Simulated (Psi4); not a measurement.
# quartet SbCl2 at 4 levels

Wanted: a comparison of 4 runs (U-r2SCAN/def2-SVPD, UB3LYP/def2-SVPD, UPBE/def2-SVPD, UPBE0/def2-SVPD) of quartet SbCl2. 

The results are computed with Psi4 1.11.

1 further run of the same task is left out (it didn't finish).

### Step 1. The system as given

SbCl2 has 3 atoms, charge 0, and is taken as a quartet. SMILES of the parent species: `[Cl][Sb][Cl]`. The shape is that of a PBE0-D4/def2-TZVP optimisation. That shape belongs to the parent species and isn't relaxed for this state.

Bond lengths: Cl1–Sb2 2.337 Å, Sb2–Cl3 2.337 Å. Angles: Cl1–Sb2–Cl3 98.6°.

### Step 2. A single-point energy at U-r2SCAN/def2-SVPD (core potential) (run 1)

calc.py

```python
import psi4

psi4.set_memory(1600000000)
psi4.set_num_threads(1)
psi4.set_output_file('run.log', False)

m = psi4.geometry("""
0 4
Cl     1.049100     1.312300     0.708100
Sb    -0.817500     0.443300    -0.396700
Cl    -0.242500    -1.820400    -0.324700
symmetry c1
no_reorient
no_com
""")

psi4.set_options({
    'basis': 'def2-SVPD',
    'reference': 'uks',
    'puream': True,
    'e_convergence': 1e-09,
    'd_convergence': 1e-08,
    'scf_type': 'pk',
    'dft_radial_points': 99,
    'dft_spherical_points': 590,
    'maxiter': 200,
})

result, w = psi4.energy('r2scan', molecule=m, return_wfn=True)
print('E =', round(result, 9))
for k, v in sorted(psi4.core.scalar_variables().items()):
    print(f'{k:45s} {v:18.10f}')
```

Started as:

```console
$ python calc.py
```

run.log:

```text
[...]
    !!!  WARNING: ECP capability is in beta. Please check occupations closely.  !!!
[...]
  Running in c1 symmetry.
[...]
  Nuclear repulsion =  220.268165567323024
[...]
  Multiplicity = 4
[...]
  Nalpha       = 30
  Nbeta        = 27
[...]
    Number of basis functions: 86
[...]
   @UKS iter   1: -1159.53978376187592   -2.68326e-01   1.19100e-02 DIIS/ADIIS
[...]
   @UKS iter  19: -1160.29587552538192   -1.36424e-12   4.30853e-09 DIIS
[...]
   @S^2 Observed:                3.758208862E+00
[...]
  @UKS Final Energy: -1160.29587552538192
   => Energetics <=
    Nuclear Repulsion Energy =            220.2681655673230239
    One-Electron Energy =               -2128.3684354822944442
    Two-Electron Energy =                 823.7226901678333206
    DFT Exchange-Correlation Energy =     -75.9182957782437882
    Empirical Dispersion Energy =           0.0000000000000000
    VV10 Nonlocal Energy =                  0.0000000000000000
    Total Energy =                      -1160.2958755253819163
[...]
 Multipole Moments:
 ------------------------------------------------------------------------------------
     Multipole            Electronic (a.u.)      Nuclear  (a.u.)        Total (a.u.)
 ------------------------------------------------------------------------------------
 L = 1.  Multiply by 2.5417464519 to convert [e a0] to [Debye]
 Dipole X            :          9.3154488           -9.6192729           -0.3038241
 Dipole Y            :         -2.7711841            2.9445712            0.1733871
 Dipole Z            :          4.7787392           -4.9251932           -0.1464540
 Magnitude           :                                                    0.3792373
[...]
```

The script printed:

```text
E = -1160.295875525
CURRENT ENERGY                                  -1160.2958755254
CURRENT REFERENCE ENERGY                        -1160.2958755254
DD SOLVATION ENERGY                                 0.0000000000
DFT FUNCTIONAL TOTAL ENERGY                     -1160.2958755254
DFT TOTAL ENERGY                                -1160.2958755254
DFT VV10 ENERGY                                     0.0000000000
DFT XC ENERGY                                     -75.9182957782
GRID ELECTRONS ALPHA                               30.0000005410
GRID ELECTRONS BETA                                27.0000004759
GRID ELECTRONS TOTAL                               57.0000010169
NUCLEAR REPULSION ENERGY                          220.2681655673
ONE-ELECTRON ENERGY                             -2128.3684354823
PCM POLARIZATION ENERGY                             0.0000000000
PE ENERGY                                           0.0000000000
SCF ITERATION ENERGY                            -1160.2958755254
SCF ITERATIONS                                     19.0000000000
SCF TOTAL ENERGY                                -1160.2958755254
TWO-ELECTRON ENERGY                               823.7226901678
XC GRID RADIAL POINTS                              99.0000000000
XC GRID SPHERICAL POINTS                          590.0000000000
XC GRID TOTAL POINTS                           165818.0000000000
```

It took 23 s on 1 thread of Intel Xeon 6975P-C (Granite Rapids), shared host; peak memory 0.73 GiB.

### Step 3. Energy and forces at UB3LYP/def2-SVPD (core potential) (run 2)

input.in

```
memory 1.6 GB

molecule {
  0 4
  Cl
  Sb 1 2.336651
  Cl 2 2.336696 1 98.57713
  symmetry c1
  no_reorient
  no_com
}

set {
  basis def2-SVPD
  reference uks
  puream true
  e_convergence 1e-09
  d_convergence 1e-08
  scf_type pk
  dft_radial_points 99
  dft_spherical_points 590
  maxiter 200
}

result, w = gradient("b3lyp", return_wfn=True)
oeprop(w, "QUADRUPOLE", "LOWDIN_CHARGES", "WIBERG_LOWDIN_INDICES")
```

Started as:

```console
$ psi4 -i input.in -o input.out -n 1
```

input.out:

```text
[...]
    !!!  WARNING: ECP capability is in beta. Please check occupations closely.  !!!
[...]
  Running in c1 symmetry.
[...]
  Nuclear repulsion =  220.268168412863190
[...]
  Multiplicity = 4
[...]
  Nalpha       = 30
  Nbeta        = 27
[...]
    Number of basis functions: 86
[...]
   @UKS iter   1: -1159.80422919060652   -5.29953e-01   1.01328e-02 DIIS/ADIIS
[...]
   @UKS iter  29: -1160.36046931589522   -7.73070e-12   3.85096e-09 DIIS
[...]
   @S^2 Observed:                3.755361739E+00
[...]
  @UKS Final Energy: -1160.36046931589522
   => Energetics <=
    Nuclear Repulsion Energy =            220.2681684128631900
    One-Electron Energy =               -2128.4287429709956996
    Two-Electron Energy =                 809.0904516877671995
    DFT Exchange-Correlation Energy =     -61.2903464455298703
    Empirical Dispersion Energy =           0.0000000000000000
    VV10 Nonlocal Energy =                  0.0000000000000000
    Total Energy =                      -1160.3604693158952159
[...]
  -Total Gradient:
     Atom            X                  Y                   Z
    ------   -----------------  -----------------  -----------------
       1       -0.008892532839    -0.053057178829    -0.000000000228
       2        0.064548433624     0.053680858157     0.000000000411
       3       -0.055630951607    -0.000602245322    -0.000000000183
[...]
```

Wall time 19 s (1 thread of Intel Xeon 6975P-C (Granite Rapids), shared host); peak memory 0.65 GiB.

Run 3 isn't shown in full; the table further down has it.

### Step 4. A single-point energy at UPBE0/def2-SVPD (core potential) (run 4)

job.json

```json
{
 "schema_name": "qcschema_input",
 "schema_version": 1,
 "molecule": {
  "schema_name": "qcschema_molecule",
  "schema_version": 2,
  "symbols": ["Cl", "Sb", "Cl"],
  "geometry": [1.98251168, 2.47988759, 1.33811507, -1.54485111, 0.83771559, -0.74965435, -0.45825859, -3.44005744, -0.61359407],
  "molecular_charge": 0,
  "molecular_multiplicity": 4,
  "fix_symmetry": "c1",
  "fix_com": true,
  "fix_orientation": true
 },
 "driver": "energy",
 "model": {
  "method": "pbe0",
  "basis": "def2-SVPD"
 },
 "keywords": {
  "reference": "uks",
  "puream": true,
  "e_convergence": 1e-09,
  "d_convergence": 1e-08,
  "scf_type": "pk",
  "dft_radial_points": 99,
  "dft_spherical_points": 590,
  "maxiter": 200,
  "scf_properties": ["QUADRUPOLE", "WIBERG_LOWDIN_INDICES", "MULLIKEN_CHARGES"]
 }
}
```

Started as:

```console
$ psi4 --qcschema job.json -n 1 --memory 1600MB
```

stdout:

```text
[...]
  Running in c1 symmetry.
[...]
  Nuclear repulsion =  220.268165577487707
[...]
  Multiplicity = 4
[...]
  Nalpha       = 30
  Nbeta        = 27
[...]
    Number of basis functions: 86
[...]
   @UKS iter   1: -1159.48679618690448   -7.01602e-01   9.43676e-03 DIIS/ADIIS
[...]
   @UKS iter  29: -1159.96116865600857   -2.95586e-12   3.49553e-09 DIIS
[...]
   @S^2 Observed:                3.757974121E+00
[...]
  @UKS Final Energy: -1159.96116865600857
   => Energetics <=
    Nuclear Repulsion Energy =            220.2681655774877072
    One-Electron Energy =               -2128.3878122204505416
    Two-Electron Energy =                 805.3771533651438403
    DFT Exchange-Correlation Energy =     -57.2186753781898787
    Empirical Dispersion Energy =           0.0000000000000000
    VV10 Nonlocal Energy =                  0.0000000000000000
    Total Energy =                      -1159.9611686560087946
[...]
 Multipole Moments:
 ------------------------------------------------------------------------------------
     Multipole            Electronic (a.u.)      Nuclear  (a.u.)        Total (a.u.)
 ------------------------------------------------------------------------------------
 L = 1.  Multiply by 2.5417464519 to convert [e a0] to [Debye]
 Dipole X            :          9.2776257           -9.6192730           -0.3416473
 Dipole Y            :         -2.7502056            2.9445711            0.1943655
 Dipole Z            :          4.7604423           -4.9251930           -0.1647508
 Magnitude           :                                                    0.4261967
 L = 2.  Multiply by 1.3450342976 to convert [e a0^2] to [Debye ang]
 Quadrupole XX       :       -162.5306047          125.2770033          -37.2536014
 Quadrupole XY       :        -82.1201026           80.6129590           -1.5071437
[...]
```

The result, in JSON:

```text
{
 "driver": "energy",
 "model": {
  "method": "pbe0",
  "basis": "def2-SVPD"
 },
 "success": true,
 "return_result": -1159.9611686560086,
 "properties": {
  "calcinfo_nbasis": 86,
  "calcinfo_nmo": 86,
  "calcinfo_nalpha": 30,
  "calcinfo_nbeta": 27,
  "calcinfo_natom": 3,
  "nuclear_repulsion_energy": 220.2681655774877,
  "return_energy": -1159.9611686560086,
  "scf_one_electron_energy": -2128.3878122204505,
  "scf_two_electron_energy": 805.3771533651438,
  "scf_xc_energy": -57.21867537818988,
  "scf_dipole_moment": [-0.3416472995147366, 0.19436552073308722, -0.16475079727357933],
  "scf_total_energy": -1159.9611686560086,
  "scf_iterations": 29
 }
}
```

Wall time 19 s (1 thread of Intel Xeon 6975P-C (Granite Rapids), shared host); peak memory 0.64 GiB.

### Step 5. All runs side by side

```csv
run,level,task,energy (Eh),dipole moment (D),HOMO energy (eV),⟨S²⟩,wall time
1,U-r2SCAN/def2-SVPD (core potential),energy,-1160.295876,0.96,-3.46,3.758,23 s
2,UB3LYP/def2-SVPD (core potential),gradient,-1160.360469,0.91,-3.84,3.755,19 s
3,UPBE/def2-SVPD (core potential),gradient,-1159.882116,0.72,-3.19,3.754,14 s
4,UPBE0/def2-SVPD (core potential),energy,-1159.961169,1.08,-4.20,3.758,19 s
```

### Step 6. What came out

| quantity | value |
| --- | --- |
| run 4: total energy | -1159.96117 Eh |
| run 4: dipole moment | 1.08 D |
| run 4: HOMO energy (highest over α and β) | -4.20 eV |
| run 4: ⟨S²⟩ | 3.758 |

In words: The dipole moment (its size) runs from 0.72 D (UPBE/def2-SVPD) to 1.08 D (UPBE0/def2-SVPD). Totals of different functionals can't be ranked against each other. All runs together took 75 s, the longest 23 s.
